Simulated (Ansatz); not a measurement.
# GeFCl3 (GeCl₃F): geometry, orbitals and charge

What does GeFCl3 (GeCl₃F) look like as a singlet, and where do its frontier electrons sit?

Program: Ansatz 0.2.0, Gaussian basis. Level of theory: RKS PBE0-D4/def2-TZVP. These are calculated values, not measurements.

The runs, in order: relaxation at PBE0-D4/def2-SVP; a search for the lowest solution at PBE0-D4/def2-SVP; a single point at PBE0-D4/def2-TZVP; harmonic vibrations at PBE0-D4/def2-SVP.

## 1. The system as given

5 atoms, charge 0, spin multiplicity 1.

Atoms are counted from 1 here; the program's logs count them from 0.

Bond lengths: Ge1–F2 1.776 Å, Ge1–Cl3 2.103 Å, Ge1–Cl4 2.102 Å, Ge1–Cl5 2.102 Å. Angles: F2–Ge1–Cl3 104.8°, F2–Ge1–Cl4 104.8°, F2–Ge1–Cl5 104.8°, Cl3–Ge1–Cl4 113.8°, Cl3–Ge1–Cl5 113.6°, Cl4–Ge1–Cl5 113.7°.

As a file:

| atom | x (Å) | y (Å) | z (Å) |
| --- | --- | --- | --- |
| Ge1 | -0.0001 | 0.0013 | -0.0328 |
| F2 | 0.0079 | -0.0161 | 1.7435 |
| Cl3 | 2.0305 | 0.0084 | -0.5798 |
| Cl4 | -1.0241 | 1.7623 | -0.5495 |
| Cl5 | -1.0141 | -1.7560 | -0.5814 |

The start is a GFN2-xTB geometry.

## 2. Optimising with PBE0-D4/def2-SVP

in.yaml

```yaml
crystal:
  periodic: [false, false, false]
  atoms:
    - {symbol: Ge, position_ang: [-0.000140, 0.001250, -0.032780]}
    - {symbol: F, position_ang: [0.007890, -0.016090, 1.743460]}
    - {symbol: Cl, position_ang: [2.030520, 0.008450, -0.579770]}
    - {symbol: Cl, position_ang: [-1.024150, 1.762340, -0.549520]}
    - {symbol: Cl, position_ang: [-1.014120, -1.755970, -0.581390]}
basis:
  gaussian: {orbitals: def2-SVP}
hamiltonian: {xc: pbe0, dispersion: d4}
scf: {omitted_lower_state_checks: [starts]}
output: {orbitals: {seedname: orbitals}}
relax: {f_tol: 0.02, max_steps: 100}
```

The run is started by

```sh
$ ansatz run in.yaml --threads 2 --pin off --events-out ev --progress --plain --max-ram 4352MiB
```

Further steps of the session: Searching for the lowest solution, PBE0-D4/def2-SVP; Single point, PBE0-D4/def2-TZVP; Vibrations by finite differences.

Before running them: what should the planned runs give, taken together? Wanted: point group; commonest bond; HOMO, LUMO at PBE0-D4/def2-TZVP; dipole at PBE0-D4/def2-SVP; lowest, highest wavenumber.

The runs gave:

```
                       quantity                            value
                    point group                              C3v
                 commonest bond  Cl–Ge, 3 of mean length 2.116 Å
HOMO, LUMO at PBE0-D4/def2-TZVP                  -9.82, -2.17 eV
     dipole at PBE0-D4/def2-SVP                           0.89 D
     lowest, highest wavenumber                    132, 753 cm⁻¹
```

**Reading.** The molecule keeps its bonding pattern by the stored test; the atoms moved 0.05 Å (rms). All wavenumbers are real: a minimum at this level.
